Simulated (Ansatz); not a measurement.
# Pt (sc type): how the settings move a single-point run

Aim: see which settings change the result for Pt (sc type), by how much, and at what cost.

Method: reference: DFT, LDA, PAW with Ansatz's default frozen-core files, scalar-relativistic, in Ansatz 0.2.0.

1 further run of the same task is left out (it didn't finish). Runs told in other sessions of the task aren't counted.

## 1. The starting structure

Symmetry: Pm-3m, No. 221, cubic system. Conventional cell: a = 1.970 Å, b = 1.970 Å, c = 1.970 Å, α = 90.00°, β = 90.00°, γ = 90.00°. Pt (site symmetry m-3m) has 6 Pt at 1.97 Å in its first shell of neighbours.

Structure file:

```cif
data_structure
_symmetry_space_group_name_H-M 'P 1'
_symmetry_Int_Tables_number 1
_cell_length_a 1.9695
_cell_length_b 1.9695
_cell_length_c 1.9695
_cell_angle_alpha 90.000
_cell_angle_beta 90.000
_cell_angle_gamma 90.000
_cell_volume 7.64
loop_
_atom_site_label
_atom_site_type_symbol
_atom_site_fract_x
_atom_site_fract_y
_atom_site_fract_z
_atom_site_occupancy
Pt1 Pt 0.00000 0.00000 0.00000 1
```

## 2. The reference run

File input.yaml:

```yaml
crystal:
  lattice:
    - [1.9695363621, 0.0, 0.0]
    - [0.0, 1.9695363621, 0.0]
    - [0.0, 0.0, 1.9695363621]
  atoms:
    - { symbol: Pt, position: [0.0, 0.0, 0.0] }
kpoints:
  mp_grid: { grid: [17, 17, 17] }
scf:
  occupations: { method: fermi_dirac, width: 0.1 }
hamiltonian:
  xc: lda
  pseudopotentials: { kind: paw }
output:
  forces: true
  stress: true
  eigenvalues: true
  populations: true
```

On the command line:

```console
$ ansatz run input.yaml --threads 1 --pin off --max-ram 2048MiB --backend cpu --events-out ev --progress --plain --runs-dir out
```

## 3. Changing settings: occupations.method methfessel_paxton, occupations.width 0.025, dispersion d4

Edit input.yaml of step 2 so:

```diff
@@ -10,3 +10,3 @@
 scf:
-  occupations: { method: fermi_dirac, width: 0.1 }
+  occupations: { method: methfessel_paxton, width: 0.025 }
 hamiltonian:
@@ -14,2 +14,3 @@
   pseudopotentials: { kind: paw }
+  dispersion: d4
 output:
@@ -19 +20,5 @@
   populations: true
+  write_density: true
+  write_potential: true
+  elf: true
+  volumetric_format: npy
```

**Question.** What will these runs give? Wanted: for each run, ending; energy change; pressure; gap; force.

**Answer**, as computed:

| run | ending | energy change | pressure (GPa) | gap (eV) | force (eV/Å) | cycles | time |
| --- | --- | --- | --- | --- | --- | --- | --- |
| reference | converged | 0 | 1328.0 | 0.00 | 0.00 | 6 | 2.2 s |
| 1: occupations.method methfessel_paxton, occupations.width 0.025, dispersion d4 | converged | -1.37 eV/atom (σ→0) (dispersion and other settings together) | 1307.0 | 0.00 | 0.00 | 6 | 3.5 s |

Times don't compare one to one where runs were asked for different outputs or read a saved state (see the inputs); cycles may leave out searches for a lower state.

Residual by cycle in the longest SCF loop of each run; runs are numbered as in the table. The quantity is the density residual dr2, in eV.

| cycle | reference | run 1 |
| --- | --- | --- |
| 1 | 0.182 | 0.18 |
| 2 | 0.0276 | 0.0293 |
| 3 | 7.1e-4 | 3.5e-4 |
| 4 | 6.1e-6 | 7.8e-6 |
| 5 | 3.0e-8 | 6.2e-8 |
| 6 | 7.6e-10 | 1.3e-10 |

The energy moves by -1.37 eV/atom, nearly all of it the dispersion term itself (-1.37 eV/atom); that offset belongs to the model and is no gain or loss of stability; the pressure goes from 1328.0 to 1307.0 GPa. The damping parameters are borrowed, as the log notes. The structure is not at rest: the sound run finds 1328 GPa, so these are no properties of the relaxed crystal. 

At pressures up to 1328 GPa the PAW spheres may overlap and frozen cores may not hold, so those PAW values are rough without an all-electron check.
